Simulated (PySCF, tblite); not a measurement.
**CH₉ClO₂Si₃: geometry, infrared bands and NMR shifts**

What infrared bands and NMR shifts should CH₉ClO₂Si₃ (`[SiH3]OC[SiH2]O[SiH2]Cl`) show?

Computed with tblite 0.8.0 and PySCF 2.14.0, with density-fitted response routines of our own, on a single molecule in the gas phase. Atoms count from 0, in the outputs and in this text.

### 1 The starting structure

16 atoms, charge 0, multiplicity 1; geometry from: force field or distance geometry start.

Bonds of the start (Å): Si0–O1 1.68, O1–C2 1.42, C2–Si3 1.91, Si3–O4 1.66, O4–Si5 1.65, Si5–Cl6 2.05, Si0–H7 1.48, Si0–H8 1.48, Si0–H9 1.47, C2–H10 1.09, C2–H11 1.09, Si3–H12 1.47, Si3–H13 1.49, Si5–H14 1.47, Si5–H15 1.48.

### 2 Optimising the geometry with GFN2-xTB

What the job is given:

```
{"job": {"kind": "relax", "xc": "GFN2-xTB", "basis": "xTB"}, "charge": 0, "multiplicity": 1}
Si     1.677100    -1.700900     1.325400
O      0.553200    -1.032300     0.267100
C      1.023600    -0.096200    -0.698300
Si    -0.345300     0.695000    -1.772700
O     -1.501300     1.477800    -0.868900
Si    -2.390600     1.224700     0.493200
Cl    -1.180700     1.747000     2.062700
H      0.981000    -2.590400     2.284400
H      2.367900    -0.609800     2.050700
H      2.660000    -2.467100     0.544800
H      1.538200     0.728500    -0.202700
H      1.714200    -0.592200    -1.380300
H      0.260600     1.655500    -2.701300
H     -1.011000    -0.360700    -2.578100
H     -2.782100    -0.188900     0.634400
H     -3.572400     2.119200     0.528100
```

Started as:

```bash
$ OMP_NUM_THREADS=1 python probes_run.py task.json out
```

This one command runs all jobs of the session in turn.

**Question.** This job is followed by: GFN2-xTB harmonic vibrations, gas phase; GIAO PBE0/pcSseg-1 NMR shielding, non-relativistic, gas phase. Predict these results of the whole session: strongest single infrared mode (GFN2-xTB); zero-point energy (GFN2-xTB); 13C shifts against TMS (PBE0/pcSseg-1); 1H shifts against TMS (PBE0/pcSseg-1, means over atoms taken as alike); 29Si shifts against TMS (PBE0/pcSseg-1); 17O shifts against H2O (PBE0/pcSseg-1); 35Cl shifts against HCl (PBE0/pcSseg-1).

The runs gave:

```
                                                              quantity                       value
                             strongest single infrared mode (GFN2-xTB)       1063 cm⁻¹, 458 km/mol
                                          zero-point energy (GFN2-xTB)               59.3 kcal/mol
                                13C shifts against TMS (PBE0/pcSseg-1)                    57.9 ppm
1H shifts against TMS (PBE0/pcSseg-1, means over atoms taken as alike)  5.47, 5.14, 4.96, 3.71 ppm
                               29Si shifts against TMS (PBE0/pcSseg-1)     -25.0, -25.5, -31.6 ppm
                                17O shifts against H2O (PBE0/pcSseg-1)             49.5, -15.9 ppm
                               35Cl shifts against HCl (PBE0/pcSseg-1)                      37 ppm
```

The optimisation took 121 steps and gained 0.400 eV; among the close pairs (by a distance rule), Si0–O1 changed most, from 1.682 to 1.620 Å. All 42 modes are real, so the xTB geometry is a minimum. The strongest single mode, at 1063 cm⁻¹, moves mainly O4. Unscaled tight-binding wavenumbers are off by several per cent, some by more. Its intensities can rank the bands wrongly. At PBE0/pcSseg-1: The widest tensor belongs to Cl6: span 267 ppm, with a paramagnetic part of -238 ppm.
